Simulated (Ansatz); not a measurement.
# AlGe+ (quintet): wave-function methods side by side, cc-pVTZ

One table from this session's results is given with a row withheld; the runs are named, their logs left out.

Computed with Ansatz 0.2.0, Gaussian basis. Level: cc-pVTZ, core rule «outside noble gas», up to 19 orbitals frozen.

The runs, in order: UHF; CCSD(T) on ROHF; CCSD(T) on UHF; BCCD(T) on ROHF; CISD; CCSDT(Q) on ROHF; CCSDT(Q) on UHF; CASSCF and MRCISD+Q, 6 electrons in 8 orbitals; CASSCF and NEVPT2, 6 electrons in 8 orbitals.

14 further runs of the same task are left out: 1 for a mislabelled method, 7 that didn't finish, 6 set aside as unsound or not needed.

### The system

The geometry is a PBE0/def2-TZVP stationary point (not a proven minimum) of the parent state, kept for this charge and spin. No spin-orbit coupling is included. The filled d shell of Ge may be among the frozen orbitals whatever the setting's name suggests; the logs give the count.

2 atoms, charge 1, spin multiplicity 5.

Atoms are counted from 1 here; the program's logs count them from 0.

Bond lengths: Ge1–Al2 2.467 Å.

Set-up of the first run:

in.yaml reads:

```yaml
crystal:
  periodic: [false, false, false]
  atoms:
    - {symbol: Ge, position_ang: [0.000000, 0.000000, 0.000000]}
    - {symbol: Al, position_ang: [0.000000, 0.000000, 2.466944]}
basis:
  gaussian: {orbitals: cc-pVTZ}
total_charge: 1
magnetization: {spin_polarized: true, initial_magnetization: 4}
hamiltonian: {xc: hf}
output: {orbitals: {seedname: orbitals}}
```

On the command line:

```bash
$ ansatz run in.yaml --threads 1 --pin off --events-out ev --progress --plain --max-ram 2393MiB
```

Steps of the session up to this table: UHF; CCSD(T) on ROHF; CCSD(T) on UHF; BCCD(T) on ROHF; CISD; CCSDT(Q) on ROHF; CCSDT(Q) on UHF; CASSCF and MRCISD+Q, 6 electrons in 8 orbitals; CASSCF and NEVPT2, 6 electrons in 8 orbitals.

One table of the session follows, with a row left open; its other results are not shown here.

```
          method  from RCCSDT(Q) (kcal/mol)
            ROHF                     +66.08
             UHF                     +65.02
            RMP2                     +15.36
            UMP2                     +15.10
            CISD                      +4.38
           RCCSD                      +4.92
           UCCSD                      +4.44
        RCCSD(T)                      +1.09
        UCCSD(T)                      +0.64
         BCCD(T)                      +1.12
          RCCSDT                      +0.24
          UCCSDT                      -0.20
       RCCSDT(Q)                          0
       UCCSDT(Q)                      -0.46
  CASSCF valence                     +38.30
  NEVPT2 valence                      +9.89
  MRCISD valence                      +2.00
MRCISD+Q valence                          ?
```

**Question.** Estimate the row for MRCISD+Q valence.

**Answer.** from RCCSDT(Q) (kcal/mol): +0.29. In the column «from RCCSDT(Q) (kcal/mol)» it lies between RCCSDT (+0.24) and UCCSD(T) (+0.64).

To keep in mind: Restricted and unrestricted rows rest on different reference determinants; where their highest levels disagree by more than a few hundredths of an eV, they describe different states and don't form one ladder.
